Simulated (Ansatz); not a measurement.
**Molecular dynamics of LiCrSnO4**

Input:

```yaml
accuracy: low
crystal:
  lattice:
    - [6.05571, 0.0, 0.0]
    - [0.0, 6.345593, 0.0]
    - [0.0, 0.0, 8.703292]
  atoms:
    - { symbol: Li, position: [0.5, 0.25, 0.126602] }
    - { symbol: Li, position: [0.0, 0.25, 0.373398] }
    - { symbol: Cr, position: [0.25, 0.25, 0.75], spin: 1.5 }
    - { symbol: Cr, position: [0.25, 0.75, 0.25], spin: 1.5 }
    - { symbol: Sn, position: [0.0, 0.0, 0.0] }
    - { symbol: Sn, position: [0.0, 0.5, 0.0] }
    - { symbol: O, position: [0.0, 0.0321585, 0.7595818] }
    - { symbol: O, position: [0.5, 0.9678415, 0.2595818] }
    - { symbol: O, position: [0.0, 0.5321585, 0.2404182] }
    - { symbol: O, position: [0.5, 0.4678415, 0.7404182] }
    - { symbol: O, position: [0.2339175, 0.25, 0.987119] }
    - { symbol: O, position: [0.2660825, 0.75, 0.487119] }
    - { symbol: O, position: [0.2660825, 0.25, 0.512881] }
    - { symbol: O, position: [0.2339175, 0.75, 0.012881] }
    - { symbol: Li, position: [0.0, 0.75, 0.626602] }
    - { symbol: Li, position: [0.5, 0.75, 0.873398] }
    - { symbol: Cr, position: [0.75, 0.75, 0.25], spin: 1.5 }
    - { symbol: Cr, position: [0.75, 0.25, 0.75], spin: 1.5 }
    - { symbol: Sn, position: [0.5, 0.5, 0.5] }
    - { symbol: Sn, position: [0.5, 0.0, 0.5] }
    - { symbol: O, position: [0.5, 0.5321585, 0.2595818] }
    - { symbol: O, position: [0.0, 0.4678415, 0.7595818] }
    - { symbol: O, position: [0.5, 0.0321585, 0.7404182] }
    - { symbol: O, position: [0.0, 0.9678415, 0.2404182] }
    - { symbol: O, position: [0.7339175, 0.75, 0.487119] }
    - { symbol: O, position: [0.7660825, 0.25, 0.987119] }
    - { symbol: O, position: [0.7660825, 0.75, 0.012881] }
    - { symbol: O, position: [0.7339175, 0.25, 0.512881] }
magnetization:
  spin_polarized: true
basis:
  ecutwfc: 420.0
kpoints:
  mp_grid: { grid: [2, 2, 1] }
hamiltonian:
  xc: pbesol
scf:
  occupations: { method: fermi_dirac, width: 0.05 }
  lower_state_search: "off"
md:
  timestep: 1
  n_steps: 220
  ensemble: nve
  temperature: 1400.0
  initial_velocities: maxwell_boltzmann
  seed: 22078
```

Command:

```bash
$ ansatz run input.yaml --threads 2 --pin off --max-ram 5120MiB --backend cpu --events-out ev --progress --plain --runs-dir out
```

It starts from an unrelaxed structure (largest force component 0.68 eV/Å).

Output, in part (step lines):

```
md step     0: t =     0.00 fs  T =  1400.0 K  F+E_penalty+E_count = -46993.06058227 eV  E_kin = 4.886028 eV  conserved = -46988.17455431 eV  (16 SCF iters)
md step     1: t =     1.00 fs  T =  1391.7 K  F+E_penalty+E_count = -46993.03141085 eV  E_kin = 4.857014 eV  conserved = -46988.17439641 eV  (9 SCF iters)
md step     2: t =     2.00 fs  T =  1371.8 K  F+E_penalty+E_count = -46992.96171884 eV  E_kin = 4.787522 eV  conserved = -46988.17419688 eV  (9 SCF iters)
md step     3: t =     3.00 fs  T =  1341.1 K  F+E_penalty+E_count = -46992.85429859 eV  E_kin = 4.680336 eV  conserved = -46988.17396255 eV  (9 SCF iters)
md step     4: t =     4.00 fs  T =  1300.5 K  F+E_penalty+E_count = -46992.71256490 eV  E_kin = 4.538868 eV  conserved = -46988.17369693 eV  (9 SCF iters)
md step     5: t =     5.00 fs  T =  1251.3 K  F+E_penalty+E_count = -46992.54048459 eV  E_kin = 4.367081 eV  conserved = -46988.17340313 eV  (9 SCF iters)
md step     6: t =     6.00 fs  T =  1194.7 K  F+E_penalty+E_count = -46992.34251102 eV  E_kin = 4.169427 eV  conserved = -46988.17308421 eV  (9 SCF iters)
md step     7: t =     7.00 fs  T =  1132.0 K  F+E_penalty+E_count = -46992.12351854 eV  E_kin = 3.950775 eV  conserved = -46988.17274372 eV  (9 SCF iters)
[... lines left out ...]
```

The steps, from the saved trajectory:

```
time (fs)  T (K)  potential energy less start (eV)  conserved less start (meV/atom)
        0   1400                             0.000                             0.00
        7   1132                             0.937                             0.06
       14    656                             2.601                             0.15
       21    441                             3.350                             0.17
       28    591                             2.825                             0.11
       35    789                             2.134                             0.06
       42    759                             2.239                             0.08
       49    602                             2.790                             0.12
       56    517                             3.085                             0.11
       63    506                             3.124                             0.12
       70    600                             2.794                             0.10
       77    698                             2.454                             0.09
       84    732                             2.333                             0.10
       91    754                             2.256                             0.11
       98    822                             2.019                             0.10
      105    866                             1.866                             0.09
      112    794                             2.119                             0.11
      119    707                             2.422                             0.12
      126    687                             2.492                             0.11
      133    687                             2.491                             0.12
      140    750                             2.273                             0.13
      147    883                             1.807                             0.08
      154    853                             1.911                             0.08
      161    676                             2.530                             0.14
      168    616                             2.740                             0.14
      175    711                             2.410                             0.12
      182    802                             2.091                             0.10
      189    774                             2.187                             0.11
      196    664                             2.573                             0.13
      203    593                             2.820                             0.14
      210    629                             2.694                             0.13
      217    685                             2.498                             0.11
```

All steps were run. The conserved energy stayed within 0.18 meV per atom of its start (net change 0.12 meV per atom), so the integration is sound. Over the second half the temperature averaged 0.51 of the 1400 K drawn at the start: a run that starts near a minimum puts about half its kinetic energy into the potential. A run of 0.22 ps of so small a system gives no equilibrium averages. No Hubbard correction was used and the magnetic state wasn't searched. Limits of this set-up: coarse k mesh, low accuracy level.

Mean squared displacements from the first frame to the last, about the centre of mass: Li 0.27 Å², Cr 0.02 Å², Sn 0.02 Å², O 0.03 Å².

Last frame:

```xyz
28
Lattice="6.0557 0.0000 0.0000 0.0000 6.3456 0.0000 0.0000 0.0000 8.7033" Properties=species:S:1:pos:R:3
Li 2.906 0.936 0.865
Li -0.008 1.942 3.378
Cr 1.350 1.514 6.515
Cr 1.681 4.725 2.179
Sn 0.032 -0.046 0.034
Sn -0.004 3.131 -0.036
O -0.160 0.290 6.636
O 3.112 6.228 2.349
O 0.029 3.424 2.042
O 2.925 2.971 6.388
O 1.466 1.439 8.571
O 1.557 4.729 4.185
O 1.671 1.809 4.472
O 1.524 4.673 0.218
Li -0.216 5.153 5.437
Li 3.201 4.360 7.787
Cr 4.647 4.772 2.124
Cr 4.428 1.604 6.474
Sn 3.186 3.277 4.401
Sn 2.850 -0.020 4.296
O 3.207 3.518 2.323
O -0.214 3.014 6.768
O 2.953 0.252 6.407
O 0.210 6.044 2.107
O 4.518 4.930 4.303
O 4.714 1.411 8.513
O 4.541 4.775 0.268
O 4.316 1.659 4.484
```

Time of the run: 25 min on 2 threads of Intel(R) Xeon(R) 6975P-C (Granite Rapids), on a shared host, peak memory 1.2 GiB.
